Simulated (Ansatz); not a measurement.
# C3H9AlB2: how energies converge with the basis set

The task here is to estimate one member of a computed series from the others.

Computed with Ansatz 0.2.0, Gaussian basis. Level: one geometry, several basis sets.

Plan: PBE0-D4/def2-SVP; ωB97M-V/def2-SVP; PBE0-D4/def2-QZVPP; ωB97M-V/def2-QZVPP; the functionals' def2-TZVPP values are taken from earlier runs.

**Structure used throughout**

All runs share one geometry, relaxed beforehand with PBE0-D4 in a triple-zeta def2 set.

SMILES `C[B]1C[BH][Al]1[CH3]`, 15 atoms, charge 0, spin multiplicity 1.

Atoms are counted from 1 here; the program's logs count them from 0.

Bond lengths: C1–B2 1.561 Å, C1–H7 1.095 Å, C1–H8 1.091 Å, C1–H9 1.101 Å, B2–C3 1.583 Å, B2–Al5 2.157 Å, C3–B4 1.526 Å, C3–H10 1.090 Å, C3–H11 1.150 Å, B4–Al5 2.097 Å, B4–H12 1.198 Å, Al5–C6 1.955 Å, C6–H13 1.093 Å, C6–H14 1.096 Å, C6–H15 1.093 Å. Angles: B2–C1–H7 114.3°, B2–C1–H8 114.4°, B2–C1–H9 105.4°, H7–C1–H8 109.6°, H7–C1–H9 106.2°, H8–C1–H9 106.2°, C1–B2–C3 123.4°, C1–B2–Al5 147.3°, C3–B2–Al5 89.0°, B2–C3–B4 96.5°, B2–C3–H10 124.3°, B2–C3–H11 72.5°, B4–C3–H10 128.2°, B4–C3–H11 112.5°, H10–C3–H11 109.7°, C3–B4–Al5 92.8°, C3–B4–H12 119.7°, Al5–B4–H12 140.2° and more.

Set-up of the first run:

in.yaml reads:

```yaml
crystal:
  periodic: [false, false, false]
  atoms:
    - {symbol: C, position_ang: [-0.590677, -2.169234, 0.910282]}
    - {symbol: B, position_ang: [0.027804, -0.898105, 0.248102]}
    - {symbol: C, position_ang: [1.460543, -0.876798, -0.425145]}
    - {symbol: B, position_ang: [1.847012, 0.524920, 0.037580]}
    - {symbol: Al, position_ang: [-0.125029, 1.224756, -0.099323]}
    - {symbol: C, position_ang: [-1.337851, 2.661040, -0.636869]}
    - {symbol: H, position_ang: [-0.161288, -3.113407, 0.560625]}
    - {symbol: H, position_ang: [-1.679564, -2.221144, 0.857966]}
    - {symbol: H, position_ang: [-0.337955, -2.094561, 1.978906]}
    - {symbol: H, position_ang: [2.102169, -1.751959, -0.531750]}
    - {symbol: H, position_ang: [0.681314, -0.862064, -1.270918]}
    - {symbol: H, position_ang: [2.836625, 0.682452, 0.693810]}
    - {symbol: H, position_ang: [-0.947806, 3.647523, -0.373507]}
    - {symbol: H, position_ang: [-1.465829, 2.645636, -1.725319]}
    - {symbol: H, position_ang: [-2.331369, 2.550046, -0.195141]}
basis:
  gaussian: {orbitals: def2-SVP}
hamiltonian: {xc: pbe0, dispersion: d4}
output: {orbitals: {seedname: orbitals}}
```

On the command line:

```console
$ ansatz run in.yaml --threads 4 --pin off --events-out ev --progress --plain --max-ram 10444MiB
```

Among the steps run: PBE0-D4 in def2-SVP; ωB97M-V in def2-SVP; PBE0-D4 in def2-QZVPP; ωB97M-V in def2-QZVPP.

One of the session's tables, all rows but one given; the rest of the session is left out.

It belongs to the step «Functionals by basis». 

```
functional       basis  HOMO (eV)  LUMO (eV)
   PBE0-D4    def2-SVP      -5.64      -1.76
   PBE0-D4  def2-TZVPP      -5.68      -1.82
   PBE0-D4  def2-QZVPP      -5.69      -1.83
   ωB97M-V    def2-SVP      -7.66       0.12
   ωB97M-V  def2-TZVPP      -7.72       0.01
   ωB97M-V  def2-QZVPP          ?          ?
```

Estimate the missing values for ωB97M-V, def2-QZVPP.

As computed: HOMO (eV): -7.73; LUMO (eV): -0.08. In the column «HOMO (eV)» it is the lowest.
